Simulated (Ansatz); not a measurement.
**GaSO radical (SMILES [O]1[S][Ga]1): one structure at several levels**

Aim: energy, forces and dipole at a frame of a short trajectory, from CCSD(T) and from density functionals.

Program: Ansatz 0.2.0, Gaussian basis. Level of theory: single points in def2-TZVPP. These are calculated values, not measurements.

Correlated methods freeze the cores. Filled d shells of the heavier atoms are correlated. Orbitals are unrestricted.

**1. The starting structure**

SMILES `[O]1[S][Ga]1`, 3 atoms, charge 0, spin multiplicity 2.

Atoms are counted from 1 here; the program's logs count them from 0.

Bond lengths: O1–S2 1.678 Å, O1–Ga3 1.955 Å, S2–Ga3 2.586 Å. Angles: S2–O1–Ga3 90.4°, O1–S2–Ga3 49.1°, O1–Ga3–S2 40.5°.

Geometry (Å):

```xyz
3
GaOS
O     0.5598    0.5388    0.3675
S    -0.9017    0.8348   -0.4014
Ga    0.3591   -1.3786    0.0428
```

**2. PBE-D4/def2-TZVPP**

File run/in.yaml:

```yaml
crystal:
  periodic: [false, false, false]
  atoms:
    - {symbol: O, position_ang: [0.559799, 0.538820, 0.367490]}
    - {symbol: S, position_ang: [-0.901677, 0.834805, -0.401388]}
    - {symbol: Ga, position_ang: [0.359114, -1.378643, 0.042795]}
basis:
  gaussian: {orbitals: def2-TZVPP}
magnetization: {spin_polarized: true, initial_magnetization: 1}
hamiltonian: {xc: pbe, dispersion: d4}
output: {forces: true}
```

On the command line:

```
$ ansatz run in.yaml --threads 2 --pin off --events-out ev --progress --plain --max-ram 3481MiB
```

What it wrote:

```text
Functional definition: PBE
  name "PBE"
  cite "Perdew, Burke & Ernzerhof, Phys. Rev. Lett. 77, 3865 (1996) doi:10.1103/PhysRevLett.77.3865"
  parent pbe
  parameter kappa = 0.804
  parameter beta = 0.06672455060314922
  exchange = pbe_x(kappa = kappa, mu = beta*pi^2/3)
  correlation = pbe_c(beta = beta)
803 factors; their error is unknown
mean field evaluation 1: about -65239.8862 eV, gradient 4.7e1 eV
mean field evaluation 2: about -65103.0154 eV, gradient 1.4e2 eV
mean field evaluation 4: about -65246.0699 eV, gradient 1.9e1 eV
mean field evaluation 8: about -65246.9026 eV, gradient 2.2e-1 eV
mean field evaluation 16: about -65246.8881 eV, gradient 1.8e-4 eV
mean field evaluation 32: about -65246.5263 eV, gradient 1.6e0 eV
mean field -65246.88808406 eV, -2397.7789111601 hartree, gradient 9.1e-6 eV, S^2 0.754207; 4 other end points of the search recorded, 0 dependent functions left out
the calculation of the forces begins
reference -65246.88811304 eV, -2397.7789122249 hartree; 28, 27 occupied and 93, 94 virtual orbitals, 803 factors
Total energy: -65246.96234599 eV, -2397.7816402358 hartree
Atom 0 at     0.559799     0.538820     0.367490 Å, force    -0.835347     0.851944    -0.363071 eV/Å
Atom 1 at    -0.901677     0.834805    -0.401388 Å, force     1.066733    -0.466722     0.533153 eV/Å
Atom 2 at     0.359114    -1.378643     0.042795 Å, force    -0.231386    -0.385222    -0.170082 eV/Å
Dipole moment:     0.002786    -0.328030    -0.035178 e Å
```

Wall time 6 s (2 threads of Intel Xeon Platinum 8259CL at 2.50GHz, shared host); peak memory 0.23 GiB.

**3. r2SCAN-D4/def2-TZVPP**

Changes to run/in.yaml since step 2:

```diff
@@ -9,3 +9,3 @@
 magnetization: {spin_polarized: true, initial_magnetization: 1}
-hamiltonian: {xc: pbe, dispersion: d4}
+hamiltonian: {xc: r2scan, dispersion: d4}
 output: {forces: true}
```

On the command line:

```
$ ansatz run in.yaml --threads 2 --pin off --events-out ev --progress --plain --max-ram 3481MiB
```

What it wrote, shortened:

```text
Functional definition: r2SCAN
  name "r2SCAN"
  cite "Furness, Kaplan, Ning, Perdew & Sun, J. Phys. Chem. Lett. 11, 8208 (2020) doi:10.1021/acs.jpclett.0c02405"
  cite "Furness, Kaplan, Ning, Perdew & Sun, J. Phys. Chem. Lett. 11, 9248 (2020) doi:10.1021/acs.jpclett.0c03077"
  parent r2scan
[...]
803 factors; their error is unknown
[...]
mean field -65259.19550936 eV, -2398.2312006977 hartree, gradient 3.3e-5 eV, S^2 0.759136; 4 other end points of the search recorded, 0 dependent functions left out
[...]
reference -65259.19552000 eV, -2398.2312010886 hartree; 28, 27 occupied and 93, 94 virtual orbitals, 803 factors
Total energy: -65259.20966472 eV, -2398.2317208974 hartree
Atom 0 at     0.559799     0.538820     0.367490 Å, force    -1.267092     0.524399    -0.636648 eV/Å
Atom 1 at    -0.901677     0.834805    -0.401388 Å, force     1.501265    -0.625109     0.753883 eV/Å
Atom 2 at     0.359114    -1.378643     0.042795 Å, force    -0.234174     0.100710    -0.117235 eV/Å
Dipole moment:    -0.006486    -0.319644    -0.039328 e Å
```

Run time: 12 s. Hardware: 2 threads of Intel Xeon Platinum 8259CL at 2.50GHz, shared host; peak memory 0.27 GiB.

**4. PBE0-D4/def2-TZVPP**

Changes to run/in.yaml since step 3:

```diff
@@ -9,3 +9,3 @@
 magnetization: {spin_polarized: true, initial_magnetization: 1}
-hamiltonian: {xc: r2scan, dispersion: d4}
-output: {forces: true}
+hamiltonian: {xc: pbe0, dispersion: d4}
+output: {forces: true, orbitals: {seedname: orbitals}}
```

On the command line:

```
$ ansatz run in.yaml --threads 2 --pin off --events-out ev --progress --plain --max-ram 3481MiB
```

What it wrote, shortened:

```text
Functional definition: PBE0
  name "PBE0"
  cite "Adamo & Barone, J. Chem. Phys. 110, 6158 (1999) doi:10.1063/1.478522"
[... 2 set-up lines as earlier in the session ...]
[...]
879 factors; their error is unknown
[...]
mean field -65248.34299806 eV, -2397.8323782633 hartree, gradient 2.4e-5 eV, S^2 0.758328; 1 other end points of the search recorded, 0 dependent functions left out
[...]
reference -65248.34301969 eV, -2397.8323790581 hartree; 28, 27 occupied and 93, 94 virtual orbitals, 879 factors
Total energy: -65248.40477342 eV, -2397.8346484661 hartree
Atom 0 at     0.559799     0.538820     0.367490 Å, force    -1.657231     0.556973    -0.847096 eV/Å
Atom 1 at    -0.901677     0.834805    -0.401388 Å, force     1.822023    -0.589707     0.933864 eV/Å
Atom 2 at     0.359114    -1.378643     0.042795 Å, force    -0.164792     0.032735    -0.086768 eV/Å
Dipole moment:    -0.009118    -0.360013    -0.045290 e Å
```

Wall time 6.5 s (2 threads of Intel Xeon Platinum 8259CL at 2.50GHz, shared host); peak memory 0.32 GiB.

**5. wB97M-V/def2-TZVPP**

Changes to run/in.yaml since step 4:

```diff
@@ -9,3 +9,3 @@
 magnetization: {spin_polarized: true, initial_magnetization: 1}
-hamiltonian: {xc: pbe0, dispersion: d4}
-output: {forces: true, orbitals: {seedname: orbitals}}
+hamiltonian: {xc: {name: wB97M-V}}
+output: {forces: true}
```

On the command line:

```
$ ansatz run in.yaml --threads 2 --pin off --events-out ev --progress --plain --max-ram 3481MiB
```

What it wrote, shortened:

```text
Functional definition: wB97M-V
  name "wB97M-V"
  cite "Mardirossian & Head-Gordon, J. Chem. Phys. 144, 214110 (2016) doi:10.1063/1.4952647"
  cite "Becke, J. Chem. Phys. 107, 8554 (1997) doi:10.1063/1.475007"
  cite "Vydrov & Van Voorhis, J. Chem. Phys. 133, 244103 (2010) doi:10.1063/1.3521275"
  # Of w^i u^j: cxij and so on, Table III.
[...]
  gx(w, u) = 1 - cx + cx01*u + cx10*w
  gss(w, u) = css00 + css04*u^4 + css10*w + css20*w^2 + css43*w^4*u^3
  gos(w, u) = cos00 + cos10*w + (cos20 + cos21*u)*w^2 + (cos60 + cos61*u)*w^6
[...]
      + integral(e_c_pw_mod_opposite_spin*gos(b97_w_opposite, b97_u_opposite)) + vv10(b, c)
845 factors; their error is unknown
153 factors; integrals over basis functions are off by at most 1.3e-5 eV
[...]
mean field -65257.39613593 eV, -2398.1650749437 hartree, gradient 1.6e-5 eV, S^2 0.755334; 1 other end points of the search recorded, 0 dependent functions left out
[...]
reference -65257.39616990 eV, -2398.1650761921 hartree; 28, 27 occupied and 93, 94 virtual orbitals, 845 factors
Total energy: -65257.39616990 eV, -2398.1650761921 hartree
Atom 0 at     0.559799     0.538820     0.367490 Å, force    -1.673822     0.447675    -0.868430 eV/Å
Atom 1 at    -0.901677     0.834805    -0.401388 Å, force     1.762009    -0.476512     0.913597 eV/Å
Atom 2 at     0.359114    -1.378643     0.042795 Å, force    -0.088188     0.028836    -0.045167 eV/Å
Dipole moment:    -0.015941    -0.382035    -0.051498 e Å
```

Run time: 28 s. Hardware: 2 threads of Intel Xeon Platinum 8259CL at 2.50GHz, shared host; peak memory 0.6 GiB.

**6. CCSD(T)/def2-TZVPP**

Changes to run/in.yaml since step 5:

```diff
@@ -9,3 +9,4 @@
 magnetization: {spin_polarized: true, initial_magnetization: 1}
-hamiltonian: {xc: {name: wB97M-V}}
+correlation: {method: ccsd_t}
+scf: {omitted_lower_state_checks: [cluster_reference]}
 output: {forces: true}
```

On the command line:

```
$ ansatz run in.yaml --threads 2 --pin off --events-out ev --progress --plain --max-ram 3481MiB
```

What it wrote, shortened:

```text
Functional definition: HF
  name "HF"
  cite "Fock, Z. Phys. 61, 126 (1930) doi:10.1007/BF01340294"
[... 1 set-up line as earlier in the session ...]
[...]
771 factors; integrals over basis functions are off by at most 8.0e-4 eV
[...]
mean field -65189.69096033 eV, -2395.6769556325 hartree, gradient 4.2e-6 eV, S^2 0.777377; 7 other end points of the search recorded, 0 dependent functions left out
15 core orbitals not correlated: weight in the atoms' cores, before any rotation towards them, 1.000 or more for the frozen orbitals, at most 0.000 for the correlated occupied ones
reference -65189.69096033 eV, -2395.6769556325 hartree; 13, 12 occupied and 93, 94 virtual orbitals, 771 factors
second order -16.17266181 eV of doubles, -0.00000000 eV of singles
cycle   1  -15.62958718 eV  change    5.4e-1 eV  update   1.4e-1
[...]
cycle  18  -16.43393260 eV  change   -1.5e-7 eV  update   2.7e-7
perturbative correction -0.83907047 eV, -0.0308352712 hartree
[...]
working
working
working
Total energy: -65206.96396340 eV, -2396.3117267875 hartree
Atom 0 at     0.559799     0.538820     0.367490 Å, force    -1.080649     0.305623    -0.558817 eV/Å
Atom 1 at    -0.901677     0.834805    -0.401388 Å, force     1.200523    -0.415498     0.612304 eV/Å
Atom 2 at     0.359114    -1.378643     0.042795 Å, force    -0.119874     0.109875    -0.053487 eV/Å
Dipole moment:    -0.016111    -0.347047    -0.047676 e Å
Checks for a lower state left out: cluster_reference
```

Run time: 4.3 min. Hardware: 2 threads of Intel Xeon Platinum 8259CL at 2.50GHz, shared host; peak memory 1.9 GiB.

**7. Comparison**

```csv
method,RMS force component (eV/Å),RMS error against CCSD(T) (eV/Å),angle to CCSD(T) forces (°),dipole (D)
PBE-D4,0.617,0.278,25.7,1.58
r2SCAN-D4,0.787,0.170,5.6,1.55
PBE0-D4,0.963,0.335,3.4,1.74
wB97M-V,0.939,0.314,4.7,1.85
CCSD(T),0.632,reference,reference,1.68
```

Energy less the free neutral atoms in their ground states at the same level (atoms from separate runs):

Differences are taken before rounding.

```csv
method,rung,energy less atoms (kcal/mol),from CCSD(T) (kcal/mol)
PBE-D4,GGA,-199.8,-26.4
r2SCAN-D4,meta-GGA,-188.1,-14.7
PBE0-D4,hybrid,-182.1,-8.7
wB97M-V,range-separated hybrid,-183.7,-10.2
Hartree-Fock,wavefunction,-85.2,+88.2
MP2,wavefunction,-185.1,-11.6
CCSD,wavefunction,-163.5,+9.9
CCSD(T),wavefunction,-173.4,0
```

Cost and force error (times from a shared host):

```csv
method,time,RMS force error (eV/Å)
PBE-D4,6 s,0.278
r2SCAN-D4,12 s,0.170
PBE0-D4,6.5 s,0.335
wB97M-V,28 s,0.314
CCSD(T),4.3 min,0
```

**8. Summary of results**

| quantity | value |
| --- | --- |
| energy less free atoms, CCSD(T)/def2-TZVPP | -173.4 kcal/mol |
| RMS force component | 0.617 to 0.963 eV/Å over the methods |
| RMS force error | PBE-D4 0.278, r2SCAN-D4 0.170, PBE0-D4 0.335, wB97M-V 0.314 eV/Å |
| HOMO and LUMO, PBE0-D4 | -6.78 and -3.51 eV |
| T1 diagnostic | 0.023 |

In words: Against CCSD(T) the functionals' energies less atoms differ by -26.4 to -8.7 kcal/mol, PBE-D4 by -26.4 kcal/mol. A larger basis would deepen the CCSD(T) value, while the functionals are nearly converged already, so the order here is not reliable. For forces r2SCAN-D4 does best and PBE0-D4 worst. Frozen-core CCSD(T) forces in triple zeta carry basis errors of their own, and this is one geometry, so small gaps rank nothing.
